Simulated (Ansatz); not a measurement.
Crystal: HfIn4SiO6.

```
Hf In Si O
1.0
     2.71585   -4.70357    0.00833
     2.71585    4.70357    0.00833
    -1.87915    0.00000    7.40127
Hf In Si O
1 4 1 6
Direct
  0.78835 0.21165 0.00000
  0.62175 0.37825 0.50000
  0.45502 0.54498 0.00000
  0.28407 0.71593 0.50000
  0.95814 0.04186 0.50000
  0.12168 0.87832 0.00000
  0.06219 0.11415 0.86666
  0.88585 0.93781 0.13334
  0.79490 0.53784 0.86663
  0.46216 0.20510 0.13337
  0.15352 0.62879 0.13333
  0.37121 0.84648 0.86667
```

The cell was built by a generator and needn't be a form met in nature.

```yaml
Program: Ansatz 0.2.0
Task: relaxation of cell and atoms
Functional: PBE
Dispersion: D4
Potentials_or_basis: Ansatz PAW
Cutoff: "420 eV (not typed: the program's choice for these potentials)"
k_mesh: 4 × 4 × 3
Occupations: fermi-dirac, width 0.05 eV
Spin: no spin polarisation
```

At the start: volume 15.77 Å³/atom.

How do energy, volume and symmetry change on relaxing?

It ends after 8 steps and the volume is 15.23 Å³/atom (-3.4 %); space group C2 (No. 5, to 0.05 Å).

The path:
```
step  energy change (eV)  largest force (eV/Å)  volume (Å³)
   1              0.0000                0.0796       189.24
   2             -0.0485                0.2583       179.61
   3             -0.0699                0.0844       183.43
   4             -0.0718                0.0463       183.28
   5             -0.0726                0.0082       183.11
   6             -0.0577                0.0083       183.11
   7             -0.0588                0.0031       182.80
   8             -0.0578                0.0031       182.80
```

Final structure:
```
Hf In Si O
1.0
     2.69460   -4.66684    0.00914
     2.69460    4.66684    0.00914
    -1.86181    0.00000    7.26200
Hf In Si O
1 4 1 6
Direct
  0.78826 0.21174 0.00000
  0.62112 0.37888 0.50000
  0.45491 0.54509 0.00000
  0.28557 0.71443 0.50000
  0.95781 0.04219 0.50000
  0.12160 0.87840 0.00000
  0.06059 0.11242 0.86362
  0.88758 0.93941 0.13638
  0.79457 0.53692 0.86362
  0.46308 0.20543 0.13638
  0.15367 0.62992 0.13626
  0.37008 0.84633 0.86374
```

Caveat: the plane-wave basis is chosen anew once the cell has moved, so the energies of steps on either side of that aren't comparable; the pressure holds a Pulay correction of +0.5 GPa for the finite cutoff; pairwise dispersion overbinds metals, which lowers pressure and volume.
